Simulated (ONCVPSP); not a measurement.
**Pseudopotential generation for Zr: ONCV, LDA (Perdew-Zunger)**

Task: generate the file, and judge it by its errors in other configurations, its logarithmic derivatives, its ghosts and its cutoff.

Method: ONCVPSP 4.0.1, LDA (Perdew-Zunger), scalar-relativistic.

## (1) The design

The settings as typed:

```
element                 : zirconium (Zr, Z = 40)
type                    : optimised norm-conserving Vanderbilt (ONCV)
frozen core             : [Ar] 3d10
valence charge          : 12
reference configuration : 4s2 4p6 4d2 5s2
partial waves           : 4s+5s: rc 2.10 bohr, ncon 4, nbas 9, qcut 6.2 1/bohr, 2 projectors; 4p: rc 1.85 bohr, ncon 3, nbas 8, qcut 6.6 1/bohr, 2 projectors, debl 2.9 Ha; 4d: rc 2.25 bohr, ncon 4, nbas 9, qcut 6.1 1/bohr, 2 projectors, debl 2.4 Ha
local potential         : polynomial inside 1.30 bohr (lpopt 5, dvloc0 -1 Ha)
core correction         : polynomial model core, fcfact 0.55
```

## (2) Generation

Input file Zr.dat:

```
# ATOM AND REFERENCE CONFIGURATION
# atsym  z   nc   nv     iexc    psfile
  Zr 40.00    6    4        3      upf
#
#   n    l    f
    1    0    2.00
    2    0    2.00
    2    1    6.00
    3    0    2.00
    3    1    6.00
    3    2   10.00
    4    0    2.00
    4    1    6.00
    4    2    2.00
    5    0    2.00
#
# PSEUDOPOTENTIAL AND OPTIMIZATION
# lmax
    2
#
#   l,   rc,      ep,       ncon, nbas, qcut
    0    2.10    0.00    4    9    6.20
    1    1.85    0.00    3    8    6.60
    2    2.25    0.00    4    9    6.10
#
# LOCAL POTENTIAL
# lloc, lpopt,  rc(5),   dvloc0
    4    5    1.30   -1.00
#
# VANDERBILT-KLEINMAN-BYLANDER PROJECTORs
# l, nproj, debl
    0    2    0.60
    1    2    2.90
    2    2    2.40
#
# MODEL CORE CHARGE
# icmod, fcfact, rcfact
    1    0.55    0.00
#
# LOG DERIVATIVE ANALYSIS
# epsh1, epsh2, depsh
   -4.00    5.00    0.02
#
# OUTPUT GRID
# rlmax, drl
    6.00    0.01
#
# TEST CONFIGURATIONS
# ncnf
    4
# nvcnf
#   n    l    f
    4
    4    0    2.00
    4    1    6.00
    4    2    2.00
    5    0    1.00
#
    4
    4    0    2.00
    4    1    6.00
    4    2    2.00
    5    0    0.00
#
    4
    4    0    2.00
    4    1    6.00
    4    2    1.00
    5    0    0.00
#
    5
    4    0    2.00
    4    1    6.00
    4    2    2.00
    5    0    0.00
    5    1    1.00
#
```

Started as:

```
$ oncvpsp.x < Zr.dat > Zr.out
```

What does the calculation give? Wanted: cutoffs for 1 and 0.1 mHa per electron, occupied waves; bound ghosts; GHOST(+) flags; largest test error; largest phase difference near zero energy, channels read; rms error of d²Exc/dn², without and with the model core.

The runs gave:

```
                                                quantity                          value
  cutoffs for 1 and 0.1 mHa per electron, occupied waves                13 Ha and 15 Ha
                                            bound ghosts                     none found
                                          GHOST(+) flags                    s at 101 eV
                            largest test error (AE − PS)  -8.0 meV, for 4s2 4p6 4d2 5s0
largest phase difference near zero energy, channels read                      0.001 rad
 rms error of d²Exc/dn², without and with the model core              3.70 and 1.08 mHa
```

In words: The worst unpolarised test, 4s2 4p6 4d2 5s0, is off by 8.0 meV on 20.6 eV; by total energies transferability rates as good. The potential is soft on the atom at that tolerance: the looser tolerance needs 13 Ha. It is free of bound ghosts as far as tested. Near zero energy the phases of the channels with partial waves agree within 0.001 rad. The program also flags highly localised states, GHOST(+) (s). All of this concerns the isolated atom, not yet a solid.
